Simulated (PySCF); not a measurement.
# The bond of BeSb, level by level

The task here is to estimate one member of a computed series from the others.

Computed with PySCF 2.14.0. Level: Be def2-SVPD, Sb def2-SVPD with ECP28, scalar-relativistic core potentials.

Set-up of the first run:

Settings of the job:

```
atoms                         : Be, Sb
charge                        : 0
basis                         : Be def2-SVPD, Sb def2-SVPD with ECP28
Hamiltonian                   : scalar-relativistic core potentials
basis functions               : 44
electrons treated             : 27
masses in u                   : 9.0122, 120.9038
levels                        : PBE0, PBE, r²SCAN, B3LYP, r²SCANh, revPBE, LC-ωPBE, HF, MP2, SCS-MP2, CCSD, CCSD(T)
grid                          : 80 radial by 434 angular points
occupations                   : held fixed by the projection of orbital angular momentum
dissociation limit            : Be + Sb, each in its ground configuration
starting distance in angstrom : 2.325
values of 2S to try           : 1, 3
```

On the command line:

```console
> OMP_NUM_THREADS=1 python dia.py task.json out
```

Among the steps run: The job; The PBE0 curve of the state that the search chose; Excited determinants; PBE (GGA); r²SCAN; B3LYP; r²SCANh (hybrid meta-GGA); revPBE (GGA); LC-ωPBE (range-separated hybrid); UHF (mean field); Correlated methods on the Hartree–Fock reference.

One of the session's tables, all rows but one given; the rest of the session is left out.

Energy (eV) from each level's lowest point:

| R (Å) | UHF | UHF-MP2 | UHF-SCS-MP2 | UHF-CCSD | UHF-CCSD(T) |
| --- | --- | --- | --- | --- | --- |
| 2.067 | 0.663 | 0.662 | 0.691 | n/a | n/a |
| 2.164 | 0.308 | 0.310 | 0.331 | 0.363 | 0.369 |
| 2.260 | 0.106 | 0.109 | 0.122 | 0.148 | 0.152 |
| 2.332 | 0.029 | 0.031 | 0.039 | 0.058 | 0.060 |
| 2.404 | 0.000 | 0.000 | 0.002 | 0.012 | 0.014 |
| 2.476 | 0.006 | 0.004 | 0.000 | 0.000 | 0.000 |
| 2.572 | ? | ? | ? | ? | ? |
| 2.692 | 0.150 | 0.148 | 0.126 | 0.074 | 0.073 |
| 2.837 | 0.278 | 0.292 | 0.260 | 0.152 | 0.155 |
| 3.029 | 0.418 | 0.470 | 0.427 | n/a | n/a |

Estimate the missing values for R (Å) = 2.572.

Worked estimate for «UHF». A straight line through the neighbours (2.476, 0.006) and (2.692, 0.150) gives 0.006 + (0.150 − 0.006) × (2.572 − 2.476) / (2.692 − 2.476) = 0.070; a parabola fitted to 4 rows on both sides gives 0.062.

The run gave: UHF: 0.054; UHF-MP2: 0.050; UHF-SCS-MP2: 0.038; UHF-CCSD: 0.019; UHF-CCSD(T): 0.018. In «UHF» the line misses by +0.016 and the parabola by +0.008.
